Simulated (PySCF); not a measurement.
# BeP⁻ with other numerical set-ups

Aim: see how much the energy and properties of BeP⁻ depend on the numerical set-up.

Method: each script names its method and basis; program: PySCF 2.14.0.

1 further run of the same task is left out (it didn't finish).

## (1) The system as given

BeP⁻: 2 atoms, charge -1, spin multiplicity 1.

Bond lengths: Be1–P2 2.125 Å.

## (2) The base run

input.py

```python
from pyscf import gto, dft

mol = gto.M(
    atom='Be 0 0 0; P 0 0 2.125',
    basis='6-31+g*',
    charge=-1,
    spin=0,
    verbose=4,
)
mf = dft.UKS(mol, xc='pbesol')
mf = mf.newton()
mf.kernel()
mf.analyze()
print('orbital energies (hartree):', [e[max(0, n-3):n+3].round(4) for e, n in zip(mf.mo_energy, mol.nelec)])
```

The run is started by

```
> OMP_NUM_THREADS=1 python input.py
```

The log of this run is left out.

Base result: E(SCF) = -355.139099 Eh, 7 macro-iterations.

The bond length is a typed value, not an optimised one. The dipole of an ion depends on the origin.

## (3) Def2-svpd

Variant 1 changes basis set: 6-31+g* → def2-svpd.

input.py

```python
from pyscf import gto, dft

mol = gto.M(
    atom='Be 0 0 0; P 0 0 2.125',
    basis='def2-svpd',
    charge=-1,
    spin=0,
    verbose=4,
)
mf = dft.UKS(mol, xc='pbesol')
mf = mf.newton()
mf.kernel()
mf.analyze()
print('orbital energies (hartree):', [e[max(0, n-3):n+3].round(4) for e, n in zip(mf.mo_energy, mol.nelec)])
```

The run is started by

```
> OMP_NUM_THREADS=1 python input.py
```

## (4) Cartesian functions on

Variant 2 changes Cartesian functions: off → on.

input.py, as its differences from that of step 2:

```diff
@@ -7,2 +7,3 @@
     spin=0,
+    cart=True,
     verbose=4,
```

Before running it: what results should come out? Wanted: for each run, E(SCF); from base; gap.

**Answer**, as computed:

```
                   run  E(SCF) (hartree)  from base (eV)   cycles  gap (eV)  functions
                  base       -355.139099               0  7 macro     -0.16         40
             def2-svpd       -355.035397         +2.8219  4 macro     -0.12         36
Cartesian functions on       -355.143076         -0.1082  6 macro     -0.16         42
```

What this shows: The highest filled level of this anion is positive: the basis lacks diffuse functions or the electron is not bound, so these numbers hang on the basis. The largest comparable shift of the SCF energy, +2.822 eV, comes with the run “def2-svpd”. def2-svpd (36 functions) gives an energy 2.82 eV higher than 6-31+g* (40).
